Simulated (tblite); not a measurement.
# C5H14N2Si: the cost of one run

Programs: tblite 0.8.0 and PySCF 2.14.0, with density-fitted response routines of our own. Each step states its level of theory. These are calculated values for one molecule in the gas phase, unless marked as measured. Atoms count from 0, in the outputs and in this text.

## Step 1: The molecule as given

22 atoms, charge 0, multiplicity 1; geometry from: force field or distance geometry start.

Bonds of the start (Å): C0–C1 1.52, C1–Si2 1.86, Si2–C3 1.89, Si2–N4 1.73, Si2–N5 1.79, C1–C6 1.53, C6–C7 1.51, C7–C1 1.52, C0–H8 1.12, C0–H9 1.10, C0–H10 1.11, C3–H11 1.13, C3–H12 1.10, C3–H13 1.10, N4–H14 1.03, N4–H15 1.01, N5–H16 1.05, N5–H17 1.06, C6–H18 1.12, C6–H19 1.10, C7–H20 1.12, C7–H21 1.11.

## Step 2: Geometry optimisation with GFN2-xTB

The job: settings as JSON, then the geometry in Å.

```
{"job": {"kind": "relax", "xc": "GFN2-xTB", "basis": "xTB"}, "charge": 0, "multiplicity": 1}
C      1.374500     1.274600    -0.923300
C      0.819200     0.286100     0.089300
Si    -0.898700    -0.369300    -0.189100
C     -2.214800     0.942300     0.146300
N     -1.027100    -0.819200    -1.850800
N     -1.304400    -1.749800     0.880500
C      1.901600    -0.744100     0.430600
C      1.425200     0.234400     1.477600
H      1.883400     0.642000    -1.690100
H      2.162000     1.835500    -0.393000
H      0.579700     1.917100    -1.344000
H     -3.207600     0.448400    -0.046100
H     -2.140500     1.795400    -0.536700
H     -2.233600     1.242600     1.205500
H     -0.844200    -0.122400    -2.585000
H     -1.387500    -1.729800    -2.109500
H     -1.856100    -1.365200     1.689000
H     -0.435400    -2.236300     1.236500
H      2.933800    -0.541400     0.059600
H      1.558000    -1.787900     0.433300
H      0.837100    -0.243800     2.301000
H      2.064900     1.110200     1.717800
```

Run with:

```console
$ OMP_NUM_THREADS=1 python probes_run.py task.json out
```

This one command runs all jobs of the session in turn.

Q: Estimate the wall time and peak memory of this first job on 1 thread of Arm Neoverse N1, shared host.

About 1.2 s, with a peak of 0.18 GiB.
